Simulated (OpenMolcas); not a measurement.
**Zr³⁺ among point charges: CASSCF levels and susceptibility**

Aim: the splitting of the states of Zr³⁺ in the field of 6 point charges, its lowest levels with spin-orbit coupling and its magnetic susceptibility.

Program: OpenMolcas 26.06. Level of theory: state-averaged CASSCF, spin-orbit coupling by RASSI with atomic mean-field integrals. These are calculated values, not measurements, unless marked.

1 further run of the same task is left out (it didn't finish).

### 1 The system

| Property | Result |
| --- | --- |
| Species | Zr³⁺ (zirconium, Z = 40, 37 electrons) |
| Basis | ANO-RCC-VDZP [6s5p3d1f], 43 functions |
| Scalar Hamiltonian | DKH2, point nucleus |
| Inactive shells | 1s 2s 2p 3s 3p 3d 4s 4p |
| Active space | 1 electron in 5 orbitals (4d) |
| Some configurations of this space | 4d |
| Orbitals | optimised for each spin and parity, averaged over all roots |

The outer shells:

4d
```
4d [↑ ][  ][  ][  ][  ]
```

The ion sits among 6 point charges of -1.7 e arranged as a tetragonal octahedron (D4h), 2 Å from the ion, with the axial distance 2.200 Å. The active orbitals were held to one l.

Each step is its own input file, run in one work folder so that later steps find the files of earlier ones. Labels, J, g values, rates, χT and fits are worked out afterwards by a script from the matrices that RASSI stores. The input lists half of the charges; inversion (Group=XYZ) makes the rest.

### 2 Basis and integrals

The input, a.inp:

```
&GATEWAY
Coord
1

Zr 0.0 0.0 0.0
Basis=ANO-RCC-VDZP
Group=XYZ
NoMove
AngMom=0.0 0.0 0.0
AMFI
XField
3 Angstrom 0
2.000000 0.000000 0.000000 -1.700000
0.000000 2.000000 0.000000 -1.700000
0.000000 0.000000 2.200000 -1.700000
&SEWARD
```

Command:

```
> OMP_NUM_THREADS=1 MOLCAS_MEM=1689 MOLCAS_PROJECT=a pymolcas a.inp > a.log
```

What it wrote:

```text
Basis set label: ZR.ANO-RCC...6S5P3D1F.

      Electronic valence basis set:
      ------------------
      Associated Effective Charge  40.000000 au
      Associated Actual Charge     40.000000 au
      Nuclear Model: Point charge

      Shell  nPrim  nBasis  Cartesian Spherical Contaminant
         s      21       6        X
         p      18       5        X
         d      13       3                 X
         f       6       1                 X
                  Relativistic Douglas-Kroll-Hess integrals:
                    - DKH order of Hamiltonian: 2
                    - DKH order of Properties : 0
                  Atomic mean-field integrals
```

### 3 Reference wave functions, doublets of even parity, 5 roots

The input, a.inp:

```
&RASSCF
FileOrb=start.orb
Symmetry=1
Spin=2
nActEl=1 0 0
Inactive=9 9
Ras2=5 0
CIRoot=5 5 1
SDav=5
CIMx=300
Iter=120 100
PrWF=0.3
OrbListing=Nothing
MaxOrb=0
SupSym
1
15 4 5 6 7 8 10 11 12 13 14 17 18 19 20 21
0
>>> COPY $Project.JobIph JOB001
```

start.orb holds the contracted functions of the basis, ordered by shell, or the orbitals of the step before.

What it wrote:

```text
Wave function specifications:
      -----------------------------

      Number of closed shell electrons          36
      Number of electrons in active shells       1
      Max number of holes in RAS1 space          0
      Max nr of electrons in RAS3 space          0
      Number of inactive orbitals               18
      Number of active orbitals                  5
      Number of secondary orbitals              20
      Spin quantum number                      0.5
      State symmetry                             1
Orbital specifications:
      -----------------------

      Symmetry species                           1   2
                                                ag  au
      Frozen orbitals                            0   0
      Inactive orbitals                          9   9
      Active orbitals                            5   0
      RAS1 orbitals                              0   0
      RAS2 orbitals                              5   0
      RAS3 orbitals                              0   0
      Secondary orbitals                         7  13
      Deleted orbitals                           0   0
      Number of basis functions                 21  22
      Number of CSFs                             5
      Number of root(s) required                 5
      Iter CI   SX   CI       RASSCF       Energy    max ROT     max BLB   max BLB  Level Ln srch  Step   QN
          iter iter root      energy       change     param      element    value   shift minimum  type update
 Nr of preliminary CI iterations:   1
      Total energies have been shifted. Add                -3000.00 au
        1   1    6    0  -602.17469409    0.00E+00   2.21E-01*   7  13 2 -1.36E-01*  0.10   0.00    SX    NO
        2   1    6    0  -602.20963088   -3.49E-02*  3.17E-02    9  15 2  2.92E-02*  0.13   0.00    SX    NO
        3   1    6    0  -602.21070513   -1.07E-03*  7.83E-03    4  13 2  4.26E-03*  0.12   0.00    SX    NO
        4   1    5    0  -602.21074352   -3.84E-05*  9.90E-04    9  15 2  1.47E-03*  0.12   0.00    SX    NO
        5   1    4    0  -602.21074509   -1.57E-06*  2.19E-04    8  14 1  1.92E-04*  0.12   0.88    QN   YES
        6   1    4    0  -602.21074516   -7.04E-08*  3.53E-05    7  10 2  2.27E-05   0.12   1.08    QN   YES
        7   1    3    0  -602.21074516   -8.89E-10  -1.64E-06    9  15 2  3.73E-06   0.12   1.06    QN   YES
      Convergence after  7 iterations
        8   1    3    0  -602.21074516   -3.64E-12  -1.64E-06    9  12 2 -5.06E-07   0.12   1.06    QN   YES
      Natural orbitals and occupation numbers for root  1
      sym 1:   0.000000   1.000000   0.000000  -0.000000   0.000000
      Natural orbitals and occupation numbers for root  2
      sym 1:   0.000000   0.000000   0.000000   1.000000   0.000000
      Natural orbitals and occupation numbers for root  3
      sym 1:   1.000000   0.000000   0.000000   0.000000   0.000000
::    RASSCF root number  1 Total energy:  -3602.25315010
::    RASSCF root number  2 Total energy:  -3602.25315010
::    RASSCF root number  3 Total energy:  -3602.23783254
::    RASSCF root number  4 Total energy:  -3602.17317637
::    RASSCF root number  5 Total energy:  -3602.13641667
```

### 4 RASSI: spin-orbit coupling between the states

The input, a.inp:

```
&RASSI
NrOfJobIphs=1 5
1 2 3 4 5
IphNames
JOB001
EJob
SpinOrbit
DIPRint=1.0
SOCoupling=1000.0
Subsets=2
Property=9
'ANGMOM' 1 'ANGMOM' 2 'ANGMOM' 3 'MLTPL  1' 1 'MLTPL  1' 2 'MLTPL  1' 3
'AMFI' 1 'AMFI' 2 'AMFI' 3
SOProperty=3
'ANGMOM' 1 'ANGMOM' 2 'ANGMOM' 3
```

What it wrote:

```text
SPIN-FREE ENERGIES:
  (Shifted by EMIN (a.u.) =      -3602.2531501011)

 SF State       Relative EMIN(au)   Rel lowest level(eV)    D:o, cm**(-1)      L_eff

     1             0.0000000000        0.0000000000              0.0000         2.0
     2             0.0000000000        0.0000000000              0.0000         2.0
     3             0.0153175591        0.4168120179           3361.8156         2.0
     4             0.0799737267        2.1761959669          17552.2042         2.0
     5             0.1167334272        3.1764783749          25620.0259         1.9
     Dipole printing threshold changed to   1.00000000E+00
Eigenvalues of complex Hamiltonian:
   -----------------------------------
  (Shifted by EMIN (a.u.) =      -3602.2531501011)

 SO State       Relative EMIN(au)   Rel lowest level(eV)    D:o, cm**(-1)     J-value

     1            -0.0009291413        0.0000000000              0.0000         1.8
     2            -0.0009291413        0.0000000000              0.0000         1.8
     3             0.0007276328        0.0450831196            363.6199         1.8
     4             0.0007276328        0.0450831196            363.6199         1.8
     5             0.0153795374        0.4437817558           3579.3412         1.2
     6             0.0153795374        0.4437817558           3579.3412         1.2
     7             0.0800514484        2.2035941067          17773.1851         2.1
     8             0.0800514484        2.2035941067          17773.1851         2.1
     9             0.1167952358        3.2034434953          25837.5143         1.1
    10             0.1167952358        3.2034434953          25837.5143         1.1
Weights of the five most important spin-orbit-free states for each spin-orbit state.

 SO State  Total energy (au)           Spin-free states, spin, and weights
 -------------------------------------------------------------------------------------------------------
    1        -0.000929       2 0.5  0.4995    1 0.5  0.4995    4 0.5  0.0010    5 0.5  0.0000    3 0.5  0.0000
    2        -0.000929       2 0.5  0.4995    1 0.5  0.4995    4 0.5  0.0010    5 0.5  0.0000    3 0.5  0.0000
    3         0.000728       2 0.5  0.4963    1 0.5  0.4963    3 0.5  0.0072    5 0.5  0.0002    4 0.5  0.0000
    4         0.000728       2 0.5  0.4963    1 0.5  0.4963    3 0.5  0.0072    5 0.5  0.0002    4 0.5  0.0000
    5         0.015380       3 0.5  0.9924    2 0.5  0.0036    1 0.5  0.0036    5 0.5  0.0004    4 0.5  0.0000
    6         0.015380       3 0.5  0.9924    2 0.5  0.0036    1 0.5  0.0036    5 0.5  0.0004    4 0.5  0.0000
    7         0.080051       4 0.5  0.9990    2 0.5  0.0005    1 0.5  0.0005    5 0.5  0.0000    3 0.5  0.0000
    8         0.080051       4 0.5  0.9990    2 0.5  0.0005    1 0.5  0.0005    5 0.5  0.0000    3 0.5  0.0000
    9         0.116795       5 0.5  0.9994    3 0.5  0.0004    2 0.5  0.0001    1 0.5  0.0001    4 0.5  0.0000
   10         0.116795       5 0.5  0.9994    3 0.5  0.0004    2 0.5  0.0001    1 0.5  0.0001    4 0.5  0.0000
 -------------------------------------------------------------------------------------------------------
```

Time for these steps: 1.6 s (1 thread of AMD EPYC 9R14 (Zen 4), shared host).

Spin-free states, with their symmetry labels:

| state | degeneracy | E (cm-1) | free-ion L (%) |
| --- | --- | --- | --- |
| 2E | 2 | 0 | D (100) |
| 2B2 | 1 | 3362 | D (100) |
| 2A1 | 1 | 17552 | D (100) |
| 2B1 | 1 | 25620 | D (100) |

With spin-orbit coupling:

```json
{"E (cm-1)": "0.0", "Degeneracy": "2", "Label": "E1/2", "2S+1": "2", "g": "0.00 0.15 0.15"}
{"E (cm-1)": "363.6", "Degeneracy": "2", "Label": "E3/2", "2S+1": "2", "g": "0.19 0.19 3.97"}
{"E (cm-1)": "3579", "Degeneracy": "2", "Label": "E3/2", "2S+1": "2", "g": "1.81 2.22 2.22"}
{"E (cm-1)": "17773", "Degeneracy": "2", "Label": "E1/2", "2S+1": "2", "g": "2.00 2.15 2.15"}
{"E (cm-1)": "25838", "Degeneracy": "2", "Label": "E3/2", "2S+1": "2", "g": "2.04 2.04 2.16"}
```

Principal g values are given for doublets only; a zero marks a field direction without first-order Zeeman splitting.

Powder χT (cm³ K/mol): 0.00 at 2 K, 0.01 at 5 K, 0.01 at 10 K, 0.02 at 20 K, 0.04 at 50 K, 0.09 at 100 K, 0.14 at 150 K, 0.18 at 200 K, 0.23 at 250 K, 0.26 at 300 K.

Orbitals of the lowest block (energies include the constant potential of the surroundings):

| shell | space | energy (hartree) | mean occupation | ⟨r²⟩ (bohr²) |
| --- | --- | --- | --- | --- |
| 1s | inactive | -663.3292 | 2.000 | 0.00182 |
| 2s | inactive | -93.2164 | 2.000 | 0.0310 |
| 2p | inactive | -82.7684 | 6.000 | 0.0245 |
| 3s | inactive | -15.1120 | 2.000 | 0.238 |
| 3p | inactive | -11.6018 | 6.000 | 0.246 |
| 3d | inactive | -5.8201 | 10.000 | 0.245 |
| 4s | inactive | -0.8981 | 2.000 | 1.66 |
| 4p | inactive | 0.1254 | 6.000 | 2.07 |
| 4d | RAS2 |  | 1.000 | 4.98 |

### 5 Results

| quantity | value |
| --- | --- |
| method | CASSCF |
| spin-free ground state | 2E, 2-fold in its orbital part |
| first state of the same spin within the active space | 2B2 at 3360 cm⁻¹ |
| lowest level | 2-fold E1/2, g = 0.00, 0.15, 0.15 |
| next level | 363.6 cm⁻¹ |
| χT at 300 K | 0.26 cm³ K/mol |
| effective moment at 300 K | 1.45 μB |

**Reading.** The spin-free ground state (2E) comes to 100 % from free-ion D terms and keeps the highest spin of the shell. χT at 300 K is 0.26, against 0.38 cm³ K/mol for the spin alone, so orbital moment lowers it. The field of point charges can differ much from that of real complexes. Point charges carry no covalency, so the field is a model and not that of real ligands.
